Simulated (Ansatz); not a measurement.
# Rb2IrF6: the cost of one run

Program: Ansatz 0.2.0. Level of theory: DFT LDA+U (U_eff = 4 eV on Ir d), plane waves, PAW, no spin–orbit coupling unless a run says so. These are calculated values, not measurements.

### Step 1. The system as given

Symmetry: P-3m1, No. 164, trigonal system. The conventional cell has a = 5.972 Å, b = 5.972 Å, c = 4.794 Å, α = 90.00°, β = 90.00°, γ = 120.00°. Rb (site symmetry 3m) is surrounded by 12 F at 2.95 to 3.08 Å. Ir (site symmetry -3m) is surrounded by 6 F at 1.93 Å. F (site symmetry m) has 1 Ir at 1.93 Å as nearest neighbours.

Structure file:

```cif
data_structure
_symmetry_space_group_name_H-M 'P-3m1'
_symmetry_Int_Tables_number 164
_cell_length_a 5.9718
_cell_length_b 5.9718
_cell_length_c 4.7939
_cell_angle_alpha 90.000
_cell_angle_beta 90.000
_cell_angle_gamma 120.000
_cell_volume 148.06
loop_
_atom_site_label
_atom_site_type_symbol
_atom_site_symmetry_multiplicity
_atom_site_Wyckoff_symbol
_atom_site_fract_x
_atom_site_fract_y
_atom_site_fract_z
_atom_site_occupancy
Rb1 Rb 2 d 0.66667 0.33333 0.20338 1
Ir1 Ir 1 b 0.00000 0.00000 0.50000 1
F1 F 6 i 0.15650 0.31300 0.27980 1
```

Magnetic order typed: ferromagnetic.

### Step 2. From atoms, symmetry kept, no search

input.yaml

```yaml
crystal:
  lattice:
    - [5.97179996, 0.0, 0.0]
    - [-2.98589998, 5.17173047, 0.0]
    - [0.0, 0.0, 4.79390014]
  atoms:
    - { symbol: Rb, position: [0.6666666667, 0.3333333333, 0.20338] }
    - { symbol: Rb, position: [0.3333333333, 0.6666666667, 0.79662] }
    - { symbol: Ir, position: [0.0, 0.0, 0.5], spin: 5.0 }
    - { symbol: F, position: [0.1565, 0.313, 0.2798] }
    - { symbol: F, position: [0.687, 0.8435, 0.2798] }
    - { symbol: F, position: [0.1565, 0.8435, 0.2798] }
    - { symbol: F, position: [0.313, 0.1565, 0.7202] }
    - { symbol: F, position: [0.8435, 0.687, 0.7202] }
    - { symbol: F, position: [0.8435, 0.1565, 0.7202] }
basis:
  ecutwfc: 420
  ecutrho_ratio: 4
kpoints:
  mp_grid: { grid: [4, 4, 4] }
hamiltonian:
  xc: lda
  hubbard: { sites: [{ site: 2, l: d, u_eff: 4.0 }] }
scf:
  occupations: { method: gaussian, width: 0.05 }
  lower_state_search: "off"
  max_iter: 150
output:
  forces: true
  stress: true
  eigenvalues: true
  populations: true
  hubbard: { sites: [{ site: 2, l: d }] }
magnetization:
  spin_polarized: true
```

Run with:

```sh
$ ansatz run input.yaml --threads 4 --pin off --max-ram 6144MiB --backend cpu --events-out ev --progress --plain --runs-dir out
```

**Question.** How long does this run take on 4 threads of Arm Neoverse V1, shared host, and how much memory does it need?

About 6 s, with a peak of 0.59 GiB.
